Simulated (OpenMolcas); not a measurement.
# One shape, several levels: C2H3ClSi (SMILES ClC1=C[SiH2]1)

We compute a comparison of 6 runs (HF/STO-3G, HF/3-21G, B3LYP/def2-SVP, BHLYP/def2-SVP, M06-2X/def2-SVP, r2SCAN/def2-SVP) of C2H3ClSi. 

Program for the calculation: OpenMolcas 26.06.

## 1. The system as given

C2H3ClSi: 7 atoms, total charge 0, spin state singlet. SMILES: `ClC1=C[SiH2]1`. The C3–H5 distance was set to 1.947 Å, away from the relaxed value. At this shape a bond of the SMILES string is far longer than usual.

Bond lengths: Cl1–C2 1.700 Å, C2–C3 1.327 Å, C2–Si4 1.804 Å, C3–Si4 1.819 Å, Si4–H6 1.482 Å, Si4–H7 1.482 Å. Angles: Cl1–C2–C3 135.8°, Cl1–C2–Si4 155.1°, C3–C2–Si4 69.2°, C2–C3–Si4 67.9°, C2–Si4–C3 43.0°, C2–Si4–H6 121.6°, C2–Si4–H7 121.6°, C3–Si4–H6 121.6°, C3–Si4–H7 121.6°, H6–Si4–H7 111.4°.

## 2. A single-point energy at HF/STO-3G (run 1)

File mol.xyz:

```xyz
7

Cl    -1.881732    -2.018271     0.004396
C     -1.070532    -0.544871    -0.243904
C      0.124268    -0.054971     0.059596
Si    -0.898432     1.146629    -0.846004
H      1.727500    -0.673800     0.975600
H     -1.550332     2.286329    -0.158304
H     -0.664732     1.441229    -2.279704
```

File test.inp:

```
* C2H3ClSi Hartree-Fock
&GATEWAY
BasLib=$CurrDir
Coord=mol.xyz
Basis=STO-3G
Group=NoSym
&SEWARD
&SCF
Thresholds=1e-10 1e-07 1e-07 1e-05
PrOrbitals=1 2
```

The basis set STO-3G is read from a file made from the Basis Set Exchange's data (not shown).

On the command line:

```
$ export MOLCAS_MEM=1860
$ pymolcas test.inp > test.log
```

Output:

```text
--- Start Module: gateway ---
[...]
--- Stop Module: gateway /rc=_RC_ALL_IS_WELL_ ---
--- Start Module: seward ---
[...]
      Basis functions           31
--- Stop Module: seward /rc=_RC_ALL_IS_WELL_ ---
--- Start Module: scf ---
[...]
       Convergence after  14 Iterations
[...]
::    Total SCF energy                               -816.4098962055
[...]
      Total spin, S                                     0.0000000000
[...]
      Total electronic charge=   46.000000
      Total            charge=   -0.000000
[...]
      Dipole Moment (debye):
      Origin of the operator (angstrom)=   -1.1424   -0.4737   -0.3023
                   X=  5.3883E-01               Y=  2.7759E+00               Z= -8.8097E-01           Total=  2.9618E+00
      Quadrupole Moment (debye*angstrom):
[...]
--- Stop Module: scf /rc=_RC_ALL_IS_WELL_ ---
[...]
```

Run time: 1.1 s. Hardware: 1 thread of Intel Xeon 6975P-C (Granite Rapids), shared host; peak memory 0.37 GiB.

## 3. A single-point energy at HF/3-21G (run 2)

File test.input:

```
* C2H3ClSi Hartree-Fock

&GATEWAY
 BASLIB
 $CurrDir
 COORD
 7
 angstrom
 Cl      -1.881732      -2.018271       0.004396
 C       -1.070532      -0.544871      -0.243904
 C        0.124268      -0.054971       0.059596
 Si      -0.898432       1.146629      -0.846004
 H        1.727500      -0.673800       0.975600
 H       -1.550332       2.286329      -0.158304
 H       -0.664732       1.441229      -2.279704
 BASIS
 3-21G
 GROUP
 NoSym

&SEWARD

&SCF
 THRESHOLDS
 1e-10 1e-07 1e-07 1e-05
 PRORBITALS
 1 1
```

The basis set 3-21G is read from a file made from the Basis Set Exchange's data (not shown).

On the command line:

```
$ export MOLCAS_MEM=1860
$ pymolcas test.input > test.log
```

Output:

```text
--- Start Module: gateway ---
[...]
--- Stop Module: gateway /rc=_RC_ALL_IS_WELL_ ---
--- Start Module: seward ---
[...]
      Basis functions           50
--- Stop Module: seward /rc=_RC_ALL_IS_WELL_ ---
--- Start Module: scf ---
[...]
       Convergence after  14 Iterations
[...]
::    Total SCF energy                               -821.4812308657
[...]
      Total spin, S                                     0.0000000000
[...]
      Total electronic charge=   46.000000
      Total            charge=   -0.000000
[...]
      Dipole Moment (debye):
      Origin of the operator (angstrom)=   -1.1424   -0.4737   -0.3023
                   X=  3.6476E-01               Y=  2.0118E+00               Z= -6.4917E-01           Total=  2.1452E+00
      Quadrupole Moment (debye*angstrom):
[...]
--- Stop Module: scf /rc=_RC_ALL_IS_WELL_ ---
[...]
```

Wall time 1.4 s (1 thread of Intel Xeon 6975P-C (Granite Rapids), shared host); peak memory 0.38 GiB.

Runs 3 to 5 aren't shown in full; the table further down has their settings and results.

## 4. The energy at r2SCAN/def2-SVP (run 6)

File test.input:

```
&GATEWAY
  BASLIB=$CurrDir
  COORD
  7
  angstrom
  Cl      -1.881732      -2.018271       0.004396
  C       -1.070532      -0.544871      -0.243904
  C        0.124268      -0.054971       0.059596
  Si      -0.898432       1.146629      -0.846004
  H        1.727500      -0.673800       0.975600
  H       -1.550332       2.286329      -0.158304
  H       -0.664732       1.441229      -2.279704
  BASIS=def2-SVP
  GROUP=NoSym

&SEWARD
  GRIDINPUT
  Grid=UltraFine
  End of Grid

&SCF
  KSDFT=2
  1.0 MGGA_X_R2SCAN
  1.0 MGGA_C_R2SCAN
  THRESHOLDS=1e-10 1e-07 1e-07 1e-05
  PRORBITALS=0
```

The basis set def2-SVP is read from a file made from the Basis Set Exchange's data (not shown).

On the command line:

```
$ export MOLCAS_MEM=1860
$ pymolcas test.input > test.log
```

Output:

```text
--- Start Module: gateway ---
[...]
--- Stop Module: gateway /rc=_RC_ALL_IS_WELL_ ---
--- Start Module: seward ---
[...]
      Basis functions           79
--- Stop Module: seward /rc=_RC_ALL_IS_WELL_ ---
[...]
--- Start Module: scf ---
[...]
       Convergence after  19 Iterations
[...]
::    Total KS-DFT energy                            -827.1097558828
[...]
      Total spin, S                                     0.0000000000
[...]
      Total electronic charge=   46.000000
      Total            charge=   -0.000000
[...]
      Dipole Moment (debye):
      Origin of the operator (angstrom)=   -1.1424   -0.4737   -0.3023
                   X= -4.0666E-01               Y=  1.1854E+00               Z= -6.4195E-01           Total=  1.4081E+00
      Quadrupole Moment (debye*angstrom):
[...]
--- Stop Module: scf /rc=_RC_ALL_IS_WELL_ ---
[...]
```

Wall time 21 s (1 thread of Intel Xeon 6975P-C (Granite Rapids), shared host); peak memory 0.44 GiB.

## 5. Overview of the runs

```
run            level  integration grid  energy (Eh)  dipole moment (D)  HOMO energy (eV)  LUMO energy (eV)  wall time
  1        HF/STO-3G                 –  -816.409896               2.96             -7.14              4.67      1.1 s
  2         HF/3-21G                 –  -821.481231               2.15             -9.79              1.08      1.4 s
  3   B3LYP/def2-SVP         UltraFine  -827.243323               1.40             -7.30             -2.69       13 s
  4   BHLYP/def2-SVP         UltraFine  -827.142852               1.54             -8.37             -1.55       13 s
  5  M06-2X/def2-SVP         UltraFine  -827.137031               1.45             -8.40             -1.68       17 s
  6  r2SCAN/def2-SVP         UltraFine  -827.109756               1.41             -6.79             -3.26       21 s
```

## 6. Results

| quantity | value |
| --- | --- |
| run 6: total energy | -827.10976 Eh |
| run 6: dipole moment | 1.41 D |
| run 6: HOMO energy | -6.79 eV |
| run 6: LUMO energy | -3.26 eV |
| run 6: HOMO–LUMO gap | 3.52 eV |

**Reading.** The dipole moment (its size) runs from 1.40 D (B3LYP/def2-SVP) to 2.96 D (HF/STO-3G). The two ends differ in method and basis. The HOMO–LUMO gap runs from 3.52 eV (r2SCAN/def2-SVP) to 11.81 eV (HF/STO-3G). Totals of different functionals can't be ranked against each other. In run 1 the basis is minimal, so the values are rough. In runs 1, 2, 3, 4, 5, 6 a closed-shell determinant meets a far-stretched bond, which it describes badly. All runs together took 66 s, the longest 21 s.
